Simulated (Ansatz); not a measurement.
# Silver, bcc under r²SCAN: structure, energy and stiffness

Aim: take silver in the bcc structure, relax it, solve it on a dense k-mesh, switch on spin-orbit coupling, then scale the cell to 7 volumes from 88 to 112 % of the relaxed one and try a fit of the equation of state. The k-meshes are 14×14×14 for the relaxation; 22×22×22 for the dense run; 13×13×13 for spin-orbit coupling; 15×15×15 for the volumes.

This is Ag in the bcc structure; at room conditions it is fcc.

Method: DFT r2SCAN, plane waves (500 eV) with PAW, scalar-relativistic; the PAW data stem from PBE, with regenerated cores, in Ansatz 0.2.0.

### Step 1. The starting structure

The structure is cubic, space group Im-3m (No. 229). The conventional cell has a = 3.243 Å, b = 3.243 Å, c = 3.243 Å, α = 90.00°, β = 90.00°, γ = 90.00°. Ag (site symmetry m-3m) has 8 Ag at 2.81 Å as nearest neighbours.

Structure file:

```
Ag
1.0
    -1.62161    1.62161    1.62161
     1.62161   -1.62161    1.62161
     1.62161    1.62161   -1.62161
Ag
1
Direct
  0.00000 0.00000 0.00000
```

### Step 2. Relaxation of the cell

The input, input.yaml:

```yaml
crystal:
  lattice:
    - [-1.6216095446, 1.6216095446, 1.6216095446]
    - [1.6216095446, -1.6216095446, 1.6216095446]
    - [1.6216095446, 1.6216095446, -1.6216095446]
  atoms:
    - { symbol: Ag, position: [0.0, 0.0, 0.0] }
hamiltonian:
  xc: r2scan
  pseudopotentials:
    kind: paw
    azcp:
      Ag: "pseudopotentials/Ag.paw.azcp"
basis:
  ecutwfc: 500
  fft_grid_basis: typed
kpoints:
  mp_grid: { grid: [14, 14, 14], shift: [0, 0, 0] }
magnetization:
  spin_polarized: false
scf:
  occupations: { method: fermi_dirac, width: 0.1 }
relax:
  max_steps: 60
  f_tol: 0.01
  cell: {}
output:
  write_density: true
  write_potential: true
  elf: true
  volumetric_format: npy
```

Launch:

```sh
$ ansatz run input.yaml --threads 1 --pin off --max-ram 3584MiB --backend cpu --events-out ev --progress --plain --runs-dir out
```

The runs that follow: Single point on a dense mesh; With spin-orbit coupling; At 88 % of the relaxed volume; At 92 % of the relaxed volume; At 96 % of the relaxed volume; At 100 % of the relaxed volume; At 104 % of the relaxed volume; At 108 % of the relaxed volume; At 112 % of the relaxed volume.

What does the calculation give? Wanted: space group; conventional cell; volume; shortest distance; gap on the mesh; relative to fcc; V₀, B₀, B₀′.

**Answer**, as computed:

```
                      quantity                         value
space group (spins left aside)               Im-3m (No. 229)
             conventional cell                   a = 3.268 Å
                        volume                17.452 Å³/atom
             shortest distance                       2.830 Å
               gap on the mesh  none (levels filled in part)
               relative to fcc                  +36 meV/atom
                   V₀, B₀, B₀′  17.409 Å³/atom, 101 GPa, 5.6
```

From the guessed start the volume grew by 2.3 % in 5 steps. Against the reference form of silver (fcc, computed apart with the same settings) it stands 36 meV/atom higher. Levels at the Fermi energy are filled in part, as in a metal. Totals with and without spin-orbit coupling (+7.7 eV/atom apart) can't be read as binding, since the two-component data shift the zero of energy. B₀ comes out at 101 GPa. Relaxation kept the symmetry; phonons were not checked.
